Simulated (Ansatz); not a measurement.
La3Zn, space group Pm-3m, a relaxation of cell and ions

Computed with Ansatz 0.2.0, Python API.

Notebook, run cell by cell (the value of a cell's last expression is shown):

```python
import ansatz
from ase import Atoms
from ase.neighborlist import neighbor_list
import matplotlib.pyplot as plt
import numpy as np

def edges_and_angles(cell):
    cell = np.asarray(cell)
    a, b, c = np.linalg.norm(cell, axis=1)
    cosines = cell[1] @ cell[2] / (b * c), cell[0] @ cell[2] / (a * c), cell[0] @ cell[1] / (a * b)
    return (a, b, c, *np.degrees(np.arccos(cosines)))
```

```python
lattice = ansatz.Lattice.of(
    [4.963663, 0.0, 0.0],
    [0.0, 4.963663, 0.0],
    [0.0, 0.0, 4.963663],
)
sites = [
    ("La", [0.0, 0.5, 0.5]),
    ("La", [0.5, 0.0, 0.5]),
    ("La", [0.5, 0.5, 0.0]),
    ("Zn", [0.0, 0.0, 0.0]),
]
structure = ansatz.Crystal(lattice=lattice)
for symbol, position in sites:
    structure = structure.atom(symbol, position)
```

```python
# part of the cell is held
calculation = (
    structure.calculation()
    .functional("PBEsol", dispersion="D4")
    .basis(38 * ansatz.Ry)
    .kpoints(5)
    .occupations("gaussian", width=0.1)  # fractional filling near the Fermi level
    .relax(fix_cell=["c/a", "angles"], stress_tolerance=0.05)
)
steps = []


def collect(event):
    if event["event"] == "relax_step":
        steps.append(event["data"])
```

```python
done = calculation.session().plan().execute(on_event=collect)
report = done.report
```

    DeckWarning: crystal.symmetry: narrowed to the stabiliser of the fixed cell quantities (relax.cell.fix) — unitary ops 48 → 16. The narrowing is safe, since a smaller group never makes results wrong: the run goes on under it, on as many k-points as the starting group would need, or more. Excluded: 32 operations that would move a fixed cell quantity at a test strain (relax.cell.fix fixes alpha, [...]

```python
report["free_energy_ev"]
```

    -21765.77345804141

```python
for s in steps:
    flag = "" if s["accepted"] else "  (rejected)"
    print("step %2d  E = %.5f eV  largest force component = %.4f eV/A%s" % (s["step"], s["lagrangian_ev"], s["allowed_force_max_ev_ang"], flag))
```

    step  1  E = -21765.64268 eV  largest force component = 0.0000 eV/A
    step  2  E = -21765.77353 eV  largest force component = 0.0000 eV/A
    step  3  E = -21765.77360 eV  largest force component = 0.0000 eV/A
    step  4  E = -21765.77346 eV  largest force component = 0.0000 eV/A

```python
first, last = steps[0], steps[-1]
symbols = [site.symbol for site in done.lattice.sites]
print(f"energy gained {first['lagrangian_ev'] - last['lagrangian_ev']:.4f} eV in {len(steps) - 1} steps")
for label, vectors in (("before", first["cell_ang"]), ("after", done.lattice.cell_ang)):
    print(label, "a b c (A) {:.4f} {:.4f} {:.4f}  angles {:.2f} {:.2f} {:.2f}".format(*edges_and_angles(vectors)), f" V = {abs(np.linalg.det(vectors)):.3f} A^3")
print("final stress xx yy zz (GPa, compression positive):", np.round(np.diag(report["stress_gpa"]), 3) + 0.0)
```

    energy gained 0.1308 eV in 3 steps
    before a b c (A) 4.9637 4.9637 4.9637  angles 90.00 90.00 90.00  V = 122.294 A^3
    after a b c (A) 4.8068 4.8068 4.8068  angles 90.00 90.00 90.00  V = 111.060 A^3
    final stress xx yy zz (GPa, compression positive): [0.011 0.011 0.011]

```python
print("atom   start x y z (A)              end x y z (A)")
for symbol, a, b in zip(symbols, first["positions_ang"], last["positions_ang"]):
    print(f"{symbol:3s}", " ".join(f"{v:8.4f}" for v in a), "  ", " ".join(f"{v:8.4f}" for v in b))
```

    atom   start x y z (A)              end x y z (A)
    La    0.0000   2.4818   2.4818      0.0000   2.4034   2.4034
    La    2.4818   0.0000   2.4818      2.4034   0.0000   2.4034
    La    2.4818   2.4818   0.0000      2.4034   2.4034   0.0000
    Zn    0.0000   0.0000   0.0000      0.0000   0.0000  -0.0000

```python
fig, (top, bottom) = plt.subplots(2, 1, sharex=True, figsize=(4.5, 4))
top.plot([s["lagrangian_ev"] - last["lagrangian_ev"] for s in steps], "o-")
top.set_ylabel("E - E(final) (eV)")
bottom.semilogy([max(s["allowed_force_max_ev_ang"], 1e-6) for s in steps], "s-")
bottom.set(xlabel="step", ylabel="largest force (eV/A)")
fig.tight_layout()
fig.savefig("relax.png", dpi=100)
```

```python
final = Atoms(symbols, positions=last["positions_ang"], cell=done.lattice.cell_ang, pbc=True)
i, j, d = neighbor_list("ijd", final, 4.5)
print("neighbours within 1.2 times the shortest distance of each atom (A)")
for atom in range(len(final)):
    near = [m for m in np.argsort(d) if i[m] == atom]
    shell = [m for m in near if d[m] < 1.2 * d[near[0]]]
    print(f"{symbols[atom]}{atom} ({len(shell)}):", ", ".join(f"{symbols[j[m]]} {d[m]:.3f}" for m in shell))
```

    neighbours within 1.2 times the shortest distance of each atom (A)
    La0 (12): La 3.399, La 3.399, La 3.399, La 3.399, Zn 3.399, Zn 3.399, Zn 3.399, La 3.399, La 3.399, Zn 3.399, La 3.399, La 3.399
    La1 (12): Zn 3.399, Zn 3.399, Zn 3.399, Zn 3.399, La 3.399, La 3.399, La 3.399, La 3.399, La 3.399, La 3.399, La 3.399, La 3.399
    La2 (12): La 3.399, La 3.399, La 3.399, La 3.399, La 3.399, La 3.399, Zn 3.399, La 3.399, Zn 3.399, La 3.399, Zn 3.399, Zn 3.399
    Zn3 (12): La 3.399, La 3.399, La 3.399, La 3.399, La 3.399, La 3.399, La 3.399, La 3.399, La 3.399, La 3.399, La 3.399, La 3.399

```python
n_atoms = len(report["lattice"]["sites"])
print("F =", round(report["free_energy_ev"], 4), "eV for", n_atoms, "atoms")
print("E(sigma -> 0) =", round(report["energy_sigma0_ev"], 4), "eV, TS =", round(report["entropy_ts_ev"], 5), "eV")
print("closed by", report["closed_by"], "after", report["n_iterations"], "iterations")
```

    F = -21765.7735 eV for 4 atoms
    E(sigma -> 0) = -21765.7606 eV, TS = 0.02562 eV
    closed by deck_thresholds after 6 iterations

Notes:
- Total energies depend on the potentials; only differences at equal settings carry meaning. A total without «per atom» is that of the cell as typed.
- Forces vanish by symmetry, so the ions can't move, and the end may be a saddle.
- Dispersion corrections can be off by several per cent in the lattices of metals, and by several GPa in the pressure at a fixed cell.
- The mesh is modest for a metal, so energies can be off by several to tens of meV an atom and pressures by half a GPa or more; differences at equal mesh fare better.
- Energies along a relaxation are free energies. Rows at an unchanged volume are solved on a plane-wave basis chosen afresh for that cell, so the energy jumps there and such rows are no steps of the walk.
- The structure comes from a database of computed cells and needn't be a stable or known phase.
- Warnings are shown shortened and without file and line.
- It ran for 24 s on 1 thread of Arm Neoverse V1 (shared host), peak memory 0.57 GiB.

(Lines on the test bed's own set-up are left out of the output.)
